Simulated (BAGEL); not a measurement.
# HF/3-21G (density fitting with qzvpp-jkfit) run of BCNCl2 (BCl2(CN))

What is the energy change on altering one bond length of BCNCl2 (BCl2(CN)) at HF/3-21G (density fitting with qzvpp-jkfit)? 

The calculation is run with BAGEL 1.2.2.

3 further runs of the same task are left out: 1 that didn't finish, 2 set aside as unsound or not needed.

## (1) The molecule

The species is BCNCl2 (5 atoms), meant as a singlet with charge 0. As SMILES, `N#CB(Cl)Cl`. Geometry: relaxed at GFN2-xTB.

Bond lengths: B1–Cl2 1.711 Å, B1–Cl3 1.712 Å, B1–C4 1.530 Å, C4–N5 1.147 Å. Angles: Cl2–B1–Cl3 121.4°, Cl2–B1–C4 119.4°, Cl3–B1–C4 119.3°, B1–C4–N5 179.9°.

## (2) The energy at HF/3-21G (density fitting with qzvpp-jkfit)

job.json

```json
{ "bagel" : [

{
  "title" : "molecule",
  "basis" : "3-21g",
  "df_basis" : "qzvpp-jkfit",
  "angstrom" : true,
  "geometry" : [
    { "atom" : "B", "xyz" : [    0.253340,    0.438150,    0.006010 ] },
    { "atom" : "Cl", "xyz" : [    1.963610,    0.419120,    0.054330 ] },
    { "atom" : "Cl", "xyz" : [   -0.620890,    1.910200,   -0.020890 ] },
    { "atom" : "C", "xyz" : [   -0.511540,   -0.887200,   -0.013590 ] },
    { "atom" : "N", "xyz" : [   -1.084520,   -1.880260,   -0.025860 ] }
  ]
},
{ "title" : "hf" },
{ "title" : "print", "file" : "orbitals.molden", "orbitals" : true }

]}
```

Run with:

```console
$ BAGEL_NUM_THREADS=1 BAGEL job.json > job.out
```

Standard output:

```text
* using 1 threads per process

  ===============================================================
  ===============================================================

  *** Geometry ***

  { "atom" : "B", "xyz" : [      0.478743,      0.827984,      0.011357 ] },
  { "atom" : "Cl", "xyz" : [      3.710685,      0.792022,      0.102669 ] },
  { "atom" : "Cl", "xyz" : [     -1.173312,      3.609755,     -0.039476 ] },
  { "atom" : "C", "xyz" : [     -0.966671,     -1.676565,     -0.025681 ] },
  { "atom" : "N", "xyz" : [     -2.049446,     -3.553176,     -0.048868 ] },

  Number of auxiliary basis functions:      483

  Since a DF basis is specified, we compute 2- and 3-index integrals:
    o Being stored without compression. Storage requirement is 0.011 GB

  Number of basis functions:       53
  Number of electrons      :       52

    * METHOD: MOLECULE                             0.16

  *** RHF ***

  === Nuclear Repulsion ===
   212.0119779631

      * DIIS with orbital gradients will be used.

  === RHF iteration (3-21g) ===
      0      -1030.84471662          0.02452282           0.05
      1      -1030.89911840          0.02314130           0.04
      2      -1031.00212106          0.00204906           0.04
      3      -1031.00381931          0.00069949           0.04
      4      -1031.00402970          0.00016104           0.04
      5      -1031.00404877          0.00007742           0.04
      6      -1031.00405383          0.00003979           0.04
      7      -1031.00405544          0.00001843           0.04
      8      -1031.00405584          0.00000526           0.04
      9      -1031.00405585          0.00000293           0.04
     10      -1031.00405585          0.00000071           0.04
     11      -1031.00405585          0.00000019           0.04
     12      -1031.00405585          0.00000006           0.04
     13      -1031.00405585          0.00000003           0.04
     14      -1031.00405585          0.00000001           0.04
     15      -1031.00405585          0.00000001           0.05
    * SCF iteration converged.

    * Permanent dipole moment:
           (   -0.281107,    -0.481800,    -0.006249) a.u.

    * METHOD: HF                                   0.77

    * METHOD: PRINT                                0.01

  ===============================================================
```

It took 1.2 s on 1 thread of AMD EPYC 7B13 (Zen 3), shared host; peak memory 0.086 GiB.

## (3) The distorted shape, same level

job.json

```json
{ "bagel" : [

{
  "title" : "molecule",
  "basis" : "3-21g",
  "df_basis" : "qzvpp-jkfit",
  "angstrom" : true,
  "geometry" : [
    { "atom" : "B", "xyz" : [      -0.003183,       0.441004,      -0.001238 ] },
    { "atom" : "Cl", "xyz" : [       1.963610,       0.419120,       0.054330 ] },
    { "atom" : "Cl", "xyz" : [      -0.877413,       1.913054,      -0.028138 ] },
    { "atom" : "C", "xyz" : [      -0.768063,      -0.884346,      -0.020838 ] },
    { "atom" : "N", "xyz" : [      -1.341043,      -1.877406,      -0.033108 ] }
  ]
},

{
  "title" : "hf"
},

{
  "title" : "print",
  "file" : "orbitals.molden",
  "orbitals" : true
}

]}
```

Run with:

```console
$ BAGEL_NUM_THREADS=1 BAGEL job.json > job.out
```

Standard output:

```text
* using 1 threads per process

  ===============================================================
  ===============================================================

  *** Geometry ***

  { "atom" : "B", "xyz" : [     -0.006015,      0.833377,     -0.002339 ] },
  { "atom" : "Cl", "xyz" : [      3.710685,      0.792022,      0.102669 ] },
  { "atom" : "Cl", "xyz" : [     -1.658070,      3.615148,     -0.053173 ] },
  { "atom" : "C", "xyz" : [     -1.451429,     -1.671172,     -0.039378 ] },
  { "atom" : "N", "xyz" : [     -2.534204,     -3.547783,     -0.062565 ] },

  Number of auxiliary basis functions:      483

  Since a DF basis is specified, we compute 2- and 3-index integrals:
    o Being stored without compression. Storage requirement is 0.011 GB

  Number of basis functions:       53
  Number of electrons      :       52

    * METHOD: MOLECULE                             0.17

  *** RHF ***

  === Nuclear Repulsion ===
   202.6763562858

      * DIIS with orbital gradients will be used.

  === RHF iteration (3-21g) ===
      0      -1030.81748215          0.02566003           0.05
      1      -1030.87427982          0.02458763           0.04
      2      -1030.99293102          0.00215875           0.04
      3      -1030.99485214          0.00080851           0.04
      4      -1030.99513391          0.00017856           0.05
      5      -1030.99515872          0.00008788           0.05
      6      -1030.99516567          0.00004357           0.04
      7      -1030.99516762          0.00002018           0.04
      8      -1030.99516809          0.00000649           0.04
      9      -1030.99516811          0.00000375           0.04
     10      -1030.99516812          0.00000112           0.05
     11      -1030.99516812          0.00000036           0.05
     12      -1030.99516812          0.00000013           0.05
     13      -1030.99516812          0.00000006           0.05
     14      -1030.99516812          0.00000003           0.04
     15      -1030.99516812          0.00000002           0.04
     16      -1030.99516812          0.00000001           0.04
    * SCF iteration converged.

    * Permanent dipole moment:
           (    0.185669,    -0.487406,     0.006874) a.u.

    * METHOD: HF                                   0.87

    * METHOD: PRINT                                0.01

  ===============================================================
```

Wall time 1.3 s (1 thread of AMD EPYC 7B13 (Zen 3), shared host); peak memory 0.088 GiB.

## (4) Summary of results

Level: HF/3-21G (density fitting with qzvpp-jkfit).

```
                                                          quantity           value
                                         first shape: total energy  -1031.00406 Eh
                                        first shape: dipole moment          1.42 D
                                          first shape: HOMO energy       -13.32 eV
                                          first shape: LUMO energy         0.45 eV
                                        first shape: HOMO–LUMO gap        13.76 eV
                                     distorted shape: total energy  -1030.99517 Eh
                                    distorted shape: dipole moment          1.33 D
                                      distorted shape: HOMO energy       -13.18 eV
                                      distorted shape: LUMO energy        -0.02 eV
                                    distorted shape: HOMO–LUMO gap        13.15 eV
energy change with the B1–Cl2 bond stretched from 1.711 to 1.968 Å        0.242 eV
```

**Reading.** With the B1–Cl2 bond stretched from 1.711 to 1.968 Å the energy rises by 0.24 eV (5.6 kcal/mol). The first shape isn't relaxed at this level, so the change isn't measured from a minimum.
